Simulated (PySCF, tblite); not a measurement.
# C₆H₅F₂O radical: geometry, infrared bands and EPR parameters

Wanted: the infrared bands and EPR parameters of C₆H₅F₂O radical (`O[C]1C=C(F)C=C[C@H]1F`), by calculation.

Computed with tblite 0.8.0 and PySCF 2.14.0, with density-fitted response routines of our own, on a single molecule in the gas phase. Atoms count from 0, in the outputs and in this text.

## 1. Starting geometry

14 atoms, charge 0, multiplicity 2; geometry from: force field or distance geometry start.

Bonds of the start (Å): O0–C1 1.39, C1–C2 1.47, C2–C3 1.30, C3–F4 1.36, C3–C5 1.46, C5–C6 1.30, C6–C7 1.45, C7–F8 1.42, C7–C1 1.48, O0–H9 0.99, C2–H10 1.11, C5–H11 1.10, C6–H12 1.11, C7–H13 1.14.

## 2. Optimising the geometry with GFN2-xTB

The job: settings as JSON, then the geometry in Å.

```
{"job": {"kind": "relax", "xc": "GFN2-xTB", "basis": "xTB"}, "charge": 0, "multiplicity": 2}
O     -1.767900     1.230300     0.656200
C     -0.834600     0.851300    -0.304000
C      0.509700     1.255400     0.125200
C      1.554400     0.513000     0.313400
F      2.756200     1.011000     0.721600
C      1.402400    -0.921100     0.107100
C      0.236700    -1.361600    -0.270300
C     -0.977200    -0.606700    -0.507700
F     -2.009900    -1.110000     0.321100
H     -2.525900     1.698000     0.218400
H      0.654600     2.340200     0.293800
H      2.231200    -1.624700     0.255100
H      0.172000    -2.461900    -0.404800
H     -1.402400    -0.813600    -1.547300
```

The run is started by

```
$ OMP_NUM_THREADS=1 python probes_run.py task.json out
```

The driver reads the jobs from task.json and runs them one after another.

The program printed:

```text
step      E/eV     max force
  0    -783.51186    4.935
  1    -784.02380    2.700
  2    -784.22859    1.844
  3    -784.49138    1.319
  4    -784.59626    0.984
  5    -784.67493    0.895
  6    -784.75294    0.880
  7    -784.85398    0.939
  8    -784.92099    0.755
  9    -784.97871    0.894
 10    -785.03152    0.693
 11    -785.08538    1.219
 12    -785.15767    0.744
 13    -785.20438    0.430
 14    -785.23759    0.542
 15    -785.26431    0.634
 16    -785.28693    0.661
 17    -785.30090    0.294
 18    -785.31393    0.219
 19    -785.32246    0.269
 20    -785.33331    0.244
 21    -785.33851    0.176
 22    -785.34319    0.177
 23    -785.34705    0.163
 24    -785.35002    0.202
 25    -785.35169    0.149
 26    -785.35277    0.085
 27    -785.35366    0.063
 28    -785.35420    0.042
 29    -785.35447    0.035
 30    -785.35468    0.040
 31    -785.35496    0.049
 32    -785.35526    0.045
 33    -785.35552    0.034
 34    -785.35572    0.034
 35    -785.35589    0.033
 36    -785.35606    0.037
 37    -785.35620    0.034
 38    -785.35631    0.037
 39    -785.35642    0.036
 40    -785.35657    0.039
 41    -785.35676    0.050
 42    -785.35695    0.040
 43    -785.35709    0.028
 44    -785.35720    0.026
 45    -785.35733    0.036
 46    -785.35750    0.049
 47    -785.35768    0.046
 48    -785.35783    0.032
 49    -785.35795    0.033
 50    -785.35806    0.026
 51    -785.35818    0.028
 52    -785.35828    0.026
 53    -785.35837    0.026
 54    -785.35847    0.027
 55    -785.35860    0.037
 56    -785.35873    0.034
 57    -785.35885    0.025
 58    -785.35894    0.024
 59    -785.35902    0.022
 60    -785.35908    0.024
 61    -785.35914    0.017
 62    -785.35919    0.015
 63    -785.35923    0.016
 64    -785.35926    0.014
 65    -785.35928    0.011
 66    -785.35930    0.014
 67    -785.35932    0.016
 68    -785.35935    0.016
 69    -785.35937    0.013
 70    -785.35939    0.009
```

Wall time 0.39 s (1 thread of Arm Neoverse V1, shared host).

Along the way: (not every step is listed)

| step | energy from step 0 (eV) | largest force (eV/Å) |
| --- | --- | --- |
| 0 | 0.0000 | 4.9348 |
| 1 | -0.5119 | 2.7002 |
| 2 | -0.7167 | 1.8443 |
| 3 | -0.9795 | 1.3185 |
| 4 | -1.0844 | 0.9836 |
| 5 | -1.1631 | 0.8954 |
| 6 | -1.2411 | 0.8801 |
| 7 | -1.3421 | 0.9394 |
| 8 | -1.4091 | 0.7546 |
| 13 | -1.6925 | 0.4302 |
| 18 | -1.8021 | 0.2185 |
| 23 | -1.8352 | 0.1634 |
| 28 | -1.8423 | 0.0417 |
| 33 | -1.8437 | 0.0339 |
| 38 | -1.8445 | 0.0371 |
| 43 | -1.8452 | 0.0279 |
| 48 | -1.8460 | 0.0323 |
| 53 | -1.8465 | 0.0262 |
| 58 | -1.8471 | 0.0242 |
| 63 | -1.8474 | 0.0157 |
| 65 | -1.8474 | 0.0112 |
| 66 | -1.8474 | 0.0142 |
| 67 | -1.8475 | 0.0163 |
| 68 | -1.8475 | 0.0161 |
| 69 | -1.8475 | 0.0134 |
| 70 | -1.8475 | 0.0090 |

Close pairs (by a distance rule), those that changed most:

| bond | before (Å) | after (Å) | change (Å) |
| --- | --- | --- | --- |
| C1–C2 | 1.468 | 1.365 | -0.103 |
| C2–C3 | 1.295 | 1.396 | +0.101 |
| C3–C5 | 1.457 | 1.401 | -0.056 |
| C5–C6 | 1.302 | 1.356 | +0.054 |
| O0–C1 | 1.392 | 1.350 | -0.042 |
| C6–C7 | 1.449 | 1.485 | +0.036 |
| C7–H13 | 1.142 | 1.108 | -0.034 |
| C6–H12 | 1.110 | 1.077 | -0.033 |

The end geometry stands in the next job.

## 3. Infrared spectrum with GFN2-xTB

The job: settings as JSON, then the geometry in Å.

```
{"job": {"kind": "ir", "xc": "GFN2-xTB", "basis": "xTB"}, "charge": 0, "multiplicity": 2}
O     -1.809665     1.676937     0.061870
C     -0.741561     0.853072     0.017422
C      0.507450     1.316152     0.313544
C      1.591068     0.436042     0.305530
F      2.813727     0.913434     0.601853
C      1.443195    -0.931190     0.038471
C      0.225107    -1.435081    -0.279973
C     -0.981823    -0.574026    -0.372506
F     -2.021444    -1.084893     0.450876
H     -2.628388     1.163522     0.018133
H      0.650115     2.351384     0.575709
H      2.310323    -1.569616     0.093896
H      0.077606    -2.485785    -0.465435
H     -1.436387    -0.630425    -1.381556
```

The program printed:

```text
mode    cm-1     km/mol
  1      60.8      3.97
  2     191.1      0.93
  3     247.3      5.73
  4     268.6      0.36
  5     312.8      4.21
  6     371.6      2.37
  7     409.4     87.42
  8     425.7     87.91
  9     470.8      2.34
 10     496.4      3.03
 11     539.7      0.10
 12     609.1     39.08
 13     685.2     15.87
 14     736.0     19.25
 15     821.0     42.88
 16     866.9     62.96
 17     893.2     11.85
 18     907.8     27.45
 19     958.3     65.34
 20    1039.5      8.36
 21    1126.3    184.84
 22    1150.6     49.26
 23    1162.6     42.19
 24    1240.5     13.07
 25    1243.9     43.58
 26    1251.6     79.93
 27    1311.2    179.66
 28    1400.0    121.71
 29    1419.4     53.25
 30    1524.7     16.20
 31    1596.1    136.56
 32    2763.9     33.43
 33    3109.4      4.60
 34    3121.7      5.58
 35    3126.0      1.70
 36    3479.1     66.02
```

Run time: 0.4 s. Hardware: 1 thread of Arm Neoverse V1, shared host.

The strongest bands and the atoms that carry them (share of the mass-weighted mode):

| cm⁻¹ | km/mol | atoms |
| --- | --- | --- |
| 409 | 87.4 | H9 33 %, C1 14 %, O0 11 % |
| 426 | 87.9 | H9 58 % |
| 1126 | 184.8 | H10 48 %, C3 12 %, H11 11 % |
| 1252 | 79.9 | H13 20 %, C7 18 %, C3 13 %, H11 12 % |
| 1311 | 179.7 | C1 36 %, C7 18 %, C3 13 % |
| 1400 | 121.7 | C3 33 %, C6 13 %, C2 13 % |
| 1596 | 136.6 | C1 29 %, C2 26 %, C5 19 %, C6 16 % |
| 3479 | 66.0 | H9 94 % |

## 4. g tensor and hyperfine couplings: B3LYP/pcH-1

Same as in step 3 but for these lines:

```diff
@@ -1,2 +1,2 @@
-{"job": {"kind": "ir", "xc": "GFN2-xTB", "basis": "xTB"}, "charge": 0, "multiplicity": 2}
+{"job": {"kind": "epr", "basis": "pcH-1"}, "charge": 0, "multiplicity": 2}
 O     -1.809665     1.676937     0.061870
```

Method: UKS B3LYP, pcH-1 on C F H O, non-relativistic, mean-field spin-orbit, GIAO.

The program printed:

```text
UKS, coarse grid
  cycle   1  E = -506.37896249  |g| = 6.47e-01
  cycle   2  E = -506.17621719  |g| = 1.03e+00
  cycle   3  E = -506.51461228  |g| = 1.13e-01
  cycle   4  E = -506.51960034  |g| = 4.99e-02
  cycle   5  E = -506.52075442  |g| = 2.06e-02
  cycle   6  E = -506.52099164  |g| = 6.78e-03
  cycle   7  E = -506.52104946  |g| = 4.06e-03
  cycle   8  E = -506.52107031  |g| = 2.10e-03
  cycle   9  E = -506.52107426  |g| = 8.75e-04
UKS, final grid
  cycle   1  E = -506.52108839  |g| = 1.55e-03
  cycle   2  E = -506.52108548  |g| = 2.82e-03
  cycle   3  E = -506.52108966  |g| = 1.67e-04
  cycle   4  E = -506.52108968  |g| = 5.95e-05
  cycle   5  E = -506.52108969  |g| = 4.75e-05
  cycle   6  E = -506.52108969  |g| = 1.31e-05
E = -506.52108969 Eh   <S^2> = 0.7785 (exact 0.7500)
g shifts (ppm)      1          2          3
  rmc          -212       -212       -212
  gc             10         69         53
  oz_so        -729       1325       1910
  total        -932       1181       1751
hyperfine (MHz)  atom isotope    a_iso     a_fc   dipolar eigenvalues
    0   17O      -8.42      -8.42    -29.74     14.39     15.35
    1   13C      33.21      33.21    -31.33    -29.49     60.82
    2   13C     -33.74     -33.74    -22.33     10.04     12.29
    3   13C      48.34      48.34    -41.96    -41.19     83.16
    4   19F      77.78      77.78   -146.52   -122.89    269.41
    5   13C     -31.38     -31.38    -17.05      7.26      9.79
    6   13C      33.70      33.70    -31.88    -29.68     61.56
    7   13C     -20.17     -20.17     -3.02     -0.90      3.92
    8   19F     388.00     388.00    -90.38    -88.83    179.21
    9    1H      -4.16      -4.16     -5.15     -4.46      9.60
   10    1H       8.92       8.92     -3.91     -0.92      4.82
   11    1H       6.96       6.96     -3.79     -0.29      4.08
   12    1H     -26.23     -26.23    -15.16     -1.29     16.45
   13    1H     103.20     103.20     -1.65     -0.77      2.42
```

Wall time 71 s (1 thread of Arm Neoverse V1, shared host); peak memory 1.1 GiB.

Principal g values 2.00139, 2.00350, 2.00407; g(iso) = 2.00299, against 2.00232 for a free electron.

Hyperfine couplings, nucleus by nucleus at this fixed geometry (no averaging over rotations):

| nuclei | isotope | a(iso) (MHz) | a(iso) (G, at g = 2.0023) | largest dipolar term (MHz) |
| --- | --- | --- | --- | --- |
| F8 | 19F | 388.0 | 138.4 | 179.2 |
| H13 | 1H | 103.2 | 36.8 | 2.4 |
| F4 | 19F | 77.8 | 27.8 | 269.4 |
| C3 | 13C | 48.3 | 17.2 | 83.2 |
| C2 | 13C | -33.7 | -12.0 | -22.3 |
| C6 | 13C | 33.7 | 12.0 | 61.6 |
| C1 | 13C | 33.2 | 11.9 | 60.8 |
| C5 | 13C | -31.4 | -11.2 | -17.0 |
| H12 | 1H | -26.2 | -9.4 | 16.5 |
| C7 | 13C | -20.2 | -7.2 | 3.9 |
| H10 | 1H | 8.9 | 3.2 | 4.8 |
| O0 | 17O | -8.4 | -3.0 | -29.7 |
| H11 | 1H | 7.0 | 2.5 | 4.1 |
| H9 | 1H | -4.2 | -1.5 | 9.6 |

Mulliken spin populations:

O0 0.06; C1 0.34; C2 -0.18; C3 0.44; F4 0.04; C5 -0.16; C6 0.40; C7 -0.01; F8 0.04; H9 0.00; H10 0.01; H11 0.00; H12 -0.02; H13 0.05

In first order the couplings over 0.8 MHz of 19F, 1H give 128 distinct lines over 219.5 G.

Orbitals, density, ELF and potential are computed afterwards from the orbital file.

ELF in a plane through or near 12 of the atoms.

Ten even steps from ' ' (0.00) to '@' (1.00):
```
                                                        
                                                        
                                                        
                        **@@@@%%::                      
              ....    ..@@@@@@@@++    ::::..            
            ::++**--    %%@@@@@@--  ::**##==::          
          ..==%%@@##--  ==##++**--..==%%++%%**..        
          ::++##******==%%::++--%%--++##**%%##::        
        ::**%%%%++##%%::==%%==%%++%%::++**##++..        
        ++%%@@@@==::==--==--....++%%%%==                
          ::--..  ..++%%%%==..::++::..**##**++..        
                ..::==::--@@##==@@--::@@@@@@@@##        
              ..::::==--**@@==**++**++@@@@@@@@**        
              ..::........++######::  ::##%%##..        
                          ##@@@@@@**..                  
                          %%@@@@@@%%::                  
                          ==##@@%%--                    
                                                        
                                                        
                                                        
```
The map spans 10.8 Å across and 10.2 Å up, centred on the molecule. Atoms in the plane (x, y in Å): O0 (-2.1, 1.2), C1 (-0.9, 0.7), C2 (0.2, 1.4), C3 (1.5, 0.8), F4 (2.6, 1.6), C5 (1.6, -0.6), C6 (0.5, -1.4), C7 (-0.8, -0.8), H9 (-2.8, 0.5), H10 (0.1, 2.5), H11 (2.6, -1.0), H12 (0.6, -2.5).

On the surface of density 0.002 e/bohr³ the electrostatic potential runs, from the 1st to the 99th percentile, from -0.95 V near F8 to 2.51 V near H9.

The spin density lies nearest to C3 24 %; C1, C6 about 19 % each; C2, C5 about 6 % each (beta excess).

## 5. Summary of results

| quantity | value |
| --- | --- |
| strongest single infrared mode (GFN2-xTB) | 1126 cm⁻¹, 185 km/mol |
| zero-point energy (GFN2-xTB) | 59.1 kcal/mol |
| g(iso) (B3LYP) | 2.00299 |
| ⟨S²⟩ | 0.779 (exact 0.75) |
| largest a(iso) | 19F on F8, 388.0 MHz |
| potential on the surface of density 0.002 e/bohr³, 1st and 99th percentile | -0.95 V and 2.51 V |

What this shows: The optimisation took 70 steps and gained 1.848 eV; among the close pairs (by a distance rule), C1–C2 changed most, from 1.468 to 1.365 Å. No mode is imaginary among the 36: a minimum at this level. The strongest single mode, at 1126 cm⁻¹, has its largest shares on H10, C3 and H11 (the list is cut at 3 atoms). GFN2-xTB is a fitted tight-binding method: band positions and strengths are rough. Its intensities can rank the bands wrongly. The largest spin populations lie on C3 (0.44 e), C6 (0.40 e), C1 (0.34 e). The isotropic g lies 0.7 ppt above the free-electron value. These values are for one conformer; the search (at its own cheap level) found 1 more, at 0.53 kcal/mol, and measured spectra average over such forms.
